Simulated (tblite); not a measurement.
# C9H18 (2,3-dimethyl-2-heptene): the cost of one run

Computed with tblite 0.8.0 and PySCF 2.14.0 and routines of our own; the level stands in each step. Atoms count from 0.

## 1. The system as given

27 atoms, charge 0, multiplicity 1; geometry from: start built from the parent or by distance geometry.

## 2. Relaxing the molecule with GFN2-xTB

The job: settings as JSON, then the geometry in Å.

```
{"job": {"kind": "relax", "xc": "GFN2-xTB", "basis": "xTB"}, "charge": 0, "multiplicity": 1}
C      3.396500     0.594400     0.394000
C      1.848800     0.630400     0.391500
C      1.311400     1.018000    -0.945300
C     -0.238400     1.154500    -0.980600
C     -0.959200    -0.184200    -0.712600
C     -0.905900    -1.101800    -1.933800
C     -1.613200    -0.495700     0.408300
C     -2.294100    -1.818900     0.649500
C     -1.714200     0.387200     1.630600
H      3.755600     0.306500     1.387000
H      3.777500     1.584400     0.149000
H      3.746500    -0.122700    -0.338800
H      1.507700     1.328200     1.198900
H      1.504800    -0.374200     0.689700
H      1.616700     0.327600    -1.711500
H      1.704600     2.001400    -1.213900
H     -0.541800     1.920700    -0.249500
H     -0.551100     1.521600    -1.940600
H     -0.928000    -0.518700    -2.848400
H      0.044100    -1.674600    -1.902900
H     -1.747300    -1.778600    -1.974500
H     -2.028200    -2.594400    -0.076700
H     -2.033500    -2.214200     1.652100
H     -3.405400    -1.709500     0.600000
H     -2.768300     0.680000     1.799100
H     -1.163300     1.311900     1.576600
H     -1.362000    -0.126300     2.520200
```

Run with:

```
$ OMP_NUM_THREADS=1 python redox_run.py task.json out
```

This one command runs all jobs of the session in turn.

Q: Estimate the wall time of this first job on 1 thread of Intel Xeon Platinum 8259CL at 2.50GHz, shared host.

About 5.2 s.
